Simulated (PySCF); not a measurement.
# BeSe: bond curves at several levels of theory

An exercise on one series of results from a longer session: the logs are not shown, and one member is left open.

Method: Be def2-SVP, Se def2-SVP, no relativity; program: PySCF 2.14.0.

The first run:

Settings of the job:

```yaml
atoms: Be, Se
charge: 0
basis: Be def2-SVP, Se def2-SVP
Hamiltonian: no relativity
basis_functions: 41
electrons_treated: 38
masses_in_u: 9.0122, 79.9165
levels: PBE0, PBE, r²SCAN, PW91, M06-2X, revPBE, HF, MP2, SCS-MP2, CCSD, CCSD(T)
grid: 80 radial by 434 angular points
occupations: held fixed by the projection of orbital angular momentum
dissociation_limit: Be + Se, each in its ground configuration
starting_distance_in_angstrom: 2.075
values_of_2S_to_try: 0, 2
```

Command:

```bash
OMP_NUM_THREADS=1 python dia.py task.json out
```

Steps of the session up to this table: Input; The PBE0 curve of the state that the search chose; Higher solutions at PBE0; PBE (GGA); r²SCAN; PW91 (GGA); M06-2X (hybrid meta-GGA); revPBE (GGA); RHF (mean field); Correlated methods on the Hartree–Fock reference.

One table of the session follows, with a row left open; its other results are not shown here.

Energy (eV) from each level's lowest point:

| R (Å) | RHF | RHF-MP2 | RHF-SCS-MP2 | RHF-CCSD | RHF-CCSD(T) |
| --- | --- | --- | --- | --- | --- |
| 1.617 | 1.084 | 1.276 | 1.273 | n/a | n/a |
| 1.692 | 0.470 | 0.610 | 0.608 | 0.588 | 0.641 |
| 1.767 | 0.134 | 0.219 | 0.218 | 0.207 | 0.240 |
| 1.824 | 0.021 | 0.064 | 0.063 | 0.058 | 0.077 |
| 1.880 | ? | ? | ? | ? | ? |
| 1.936 | 0.050 | 0.009 | 0.009 | 0.013 | 0.000 |
| 2.012 | 0.200 | 0.109 | 0.107 | 0.114 | 0.079 |
| 2.106 | 0.474 | 0.338 | 0.332 | 0.330 | 0.272 |
| 2.218 | 0.864 | 0.721 | 0.701 | 0.659 | 0.587 |
| 2.369 | 1.388 | 1.345 | 1.288 | n/a | n/a |

Q: Estimate the row for R (Å) = 1.880 from the others.

Worked estimate for «RHF». A straight line through the neighbours (1.824, 0.021) and (1.936, 0.050) gives 0.021 + (0.050 − 0.021) × (1.880 − 1.824) / (1.936 − 1.824) = 0.035; a parabola fitted to 4 rows on both sides gives 0.003.

**Answer.** RHF: 0.000; RHF-MP2: 0.000; RHF-SCS-MP2: 0.000; RHF-CCSD: 0.000; RHF-CCSD(T): 0.003. In «RHF» the line misses by +0.035 and the parabola by +0.003.

State 2 has its PBE0 minimum 0.51 eV higher. The other levels ran on the lowest alone.
